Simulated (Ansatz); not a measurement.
# InH3 (SMILES [InH3]) at wB97M-V/STO-3G

What is the electronic atomisation energy of InH3 at wB97M-V/STO-3G? 

The calculation is run with Ansatz 0.2.0.

29 further runs of the same task are left out: 1 that didn't finish, 28 set aside as unsound or not needed.

### 1 The structure to begin with

InH3: 4 atoms, total charge 0, spin state singlet. SMILES: `[InH3]`. The shape is that of a PBE0-D4/def2-TZVP optimisation.

Bond lengths: In1–H2 1.724 Å, In1–H3 1.724 Å, In1–H4 1.724 Å. Angles: H2–In1–H3 120.0°, H2–In1–H4 120.0°, H3–In1–H4 120.0°.

### 2 The energy at wB97M-V/STO-3G

Contents of input.yaml:

```yaml
crystal:
  periodic: [false, false, false]
  atoms:
    - {symbol: In, position_ang: [0.013900, -0.015100, -0.005100]}
    - {symbol: H, position_ang: [0.415500, 1.516000, 0.678200]}
    - {symbol: H, position_ang: [-1.095600, -0.107300, -1.321400]}
    - {symbol: H, position_ang: [0.721800, -1.454000, 0.628000]}
basis:
  gaussian: {orbitals: STO-3G}
total_charge: 0
magnetization: {spin_polarized: false}
hamiltonian: {xc: {name: wB97M-V}}
accuracy: high
```

Run with:

```bash
$ ansatz run input.yaml --threads 1 --pin off --max-ram 2610MiB --events-out events.jsonl --progress --plain --runs-dir runs
```

Output:

```text
Warning: RAYON_NUM_THREADS=1 ignored (pool sized by the plan → 1); use --threads N
Functional definition: wB97M-V
  name "wB97M-V"
  parameter omega = 0.3/bohr
  parameter cx = 0.15
  parameter cx01 = 1.007
  parameter cx10 = 0.259
  parameter css00 = 0.443
  parameter css04 = -1.437
  parameter css10 = -4.535
  parameter css20 = -3.390
  parameter css43 = 4.278
  parameter cos00 = 1.000
  parameter cos10 = 1.358
  parameter cos20 = 2.924
  parameter cos21 = -8.812
  parameter cos60 = -1.390
  parameter cos61 = 9.142
  parameter b = 6.0
  parameter c = 0.01
  gx(w, u) = 1 - cx + cx01*u + cx10*w
  gss(w, u) = css00 + css04*u^4 + css10*w + css20*w^2 + css43*w^4*u^3
  gos(w, u) = cos00 + cos10*w + (cos20 + cos21*u)*w^2 + (cos60 + cos61*u)*w^6
  exchange = spin_sum(e_x_unif_sr(omega)*gx(b97_w, b97_u_x)) + cx*exact_x_sr(omega) + exact_x_lr(omega)
  correlation = spin_sum(e_c_pw_mod_same_spin*gss(b97_w, b97_u_same))
      + integral(e_c_pw_mod_opposite_spin*gos(b97_w_opposite, b97_u_opposite)) + vv10(b, c)
526 factors; integrals over basis functions are off by at most 3.8e-9 eV
112 factors; integrals over basis functions are off by at most 7.3e-10 eV
mean field evaluation 1: about -154743.1480 eV, gradient 8.3e0 eV
mean field evaluation 2: about -154743.5800 eV, gradient 1.8e0 eV
mean field evaluation 4: about -154743.6034 eV, gradient 2.7e-2 eV
mean field evaluation 8: about -154743.5499 eV, gradient 2.2e-4 eV
mean field evaluation 16: about -154743.5499 eV, gradient 4.7e-8 eV
mean field -154743.54991818 eV, -5686.7205705477 hartree, gradient 4.7e-8 eV, S^2 0.000000; 0 other end points of the search recorded, 0 dependent functions left out
reference -154743.54992060 eV, -5686.7205706366 hartree; 26, 26 occupied and 4, 4 virtual orbitals, 526 factors
Total energy: -154743.54992060 eV, -5686.7205706366 hartree
```

Wall time 16 s (1 thread of Arm Neoverse V1, shared host); peak memory 0.26 GiB.

### 3 The H atom

Contents of job.yaml:

```yaml
crystal:
  periodic: [false, false, false]
  atoms:
    - symbol: H
      position_ang: [0.000000, 0.000000, 0.000000]
basis:
  gaussian:
    orbitals: STO-3G
magnetization:
  spin_polarized: true
  initial_magnetization: 1
hamiltonian:
  xc: {name: wB97M-V}
accuracy: high
```

Run the same way, it converges to -0.45654 Eh (log not shown).

### 4 The In atom at the same level

Contents of in.yaml:

```yaml
basis:
  gaussian:
    orbitals: STO-3G
crystal:
  periodic: [false, false, false]
  atoms:
    - {symbol: In, position_ang: [0.000000, 0.000000, 0.000000]}
hamiltonian:
  xc: {name: wB97M-V}
magnetization:
  spin_polarized: true
  initial_magnetization: 1
accuracy: high
```

Run the same way, it converges to -5684.83336 Eh (log not shown).

### 5 Summary of results

At wB97M-V/STO-3G:

| quantity | value |
| --- | --- |
| molecule: total energy | -5686.72057 Eh |
| H atom: total energy | -0.45654 Eh |
| H atom: ⟨S²⟩ | 0.750 |
| In atom: total energy | -5684.83336 Eh |
| In atom: ⟨S²⟩ | 0.750 |
| electronic atomisation energy | 14.084 eV |

In words: Taking the molecule apart into free atoms costs 14.08 eV (325 kcal/mol), before zero-point energy and without spin-orbit coupling. In a minimal basis such a difference can be off by several eV, whatever the method. Relativity is left out (molecule) although the molecule holds a heavy atom. Relativity is left out (In atom) although the molecule holds a heavy atom.
